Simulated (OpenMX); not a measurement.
**CS2 under changes of volume**

One of the cells (35.848 Å³/atom); the others are scaled copies at fixed shape and fractional positions:

```xyz
6
Lattice="3.6458 -2.9943 0.0000 3.6458 2.9943 0.0000 0.0000 0.0000 9.8513" Properties=species:S:1:pos:R:3 pbc="T T T"
S     3.6458    1.9073    8.7368
S     3.6458    1.0871    3.8111
S     3.6458   -1.0871    6.0401
S     3.6458   -1.9073    1.1145
C     3.6458    0.0000    4.9256
C     0.0000    0.0000    0.0000
```

The cell comes from a database or a generator and needn't be the stable form of this composition.

```yaml
Program: OpenMX 3.8.5
Functional: LDA
Potentials_or_basis: OpenMX 2013 LDA set, S7.0-s2p2d1f1, C6.0-s2p2d1, fixed grid of 48 × 48 × 105 points
k_mesh: 7 × 7 × 3
Occupations: fermi-dirac, width 0.05 eV
Spin: no spin polarisation
```

```csv
volume (Å³/atom),energy over the lowest point (meV/atom),gap on the mesh (eV),largest force (eV/Å)
33.697,17.91,3.52,2.417
34.414,7.49,3.51,1.742
35.131,1.66,3.50,1.113
35.848,0.00,3.48,0.527
36.564,2.14,3.46,0.028
37.281,?,?,?
37.998,16.52,3.42,1.010
```

Task: What does the run at 37.281 Å³/atom give?

Result: Energy over the lowest point 7.75 meV/atom; gap on the mesh 3.44 eV; largest force 0.534 eV/Å.

Worked out: A Birch-Murnaghan fit of order 3 (a polynomial in V^(-2/3)) to the other rows has its minimum at 35.79 Å³/atom with B0 = V·E''(V) = 43 GPa and B' = 3.6 at fixed shape and positions, which overstates the stiffness. It gives 7.75 meV/atom at 37.281 Å³/atom, against the run's 7.75. A straight line through the other rows of the gap, of slope -0.847 eV per unit of ln V, gives 3.44 eV, against the run's 3.44.

Energies are extrapolated to zero smearing.

Caveats: an odd mesh through Γ misses points on the zone boundary, where band edges often lie; the basis of atomic orbitals isn't converged, which shifts pressures, moduli and gaps; forces of over 1 eV/Å show positions far from the minimum, so gaps and moduli don't describe the material at rest (some runs).
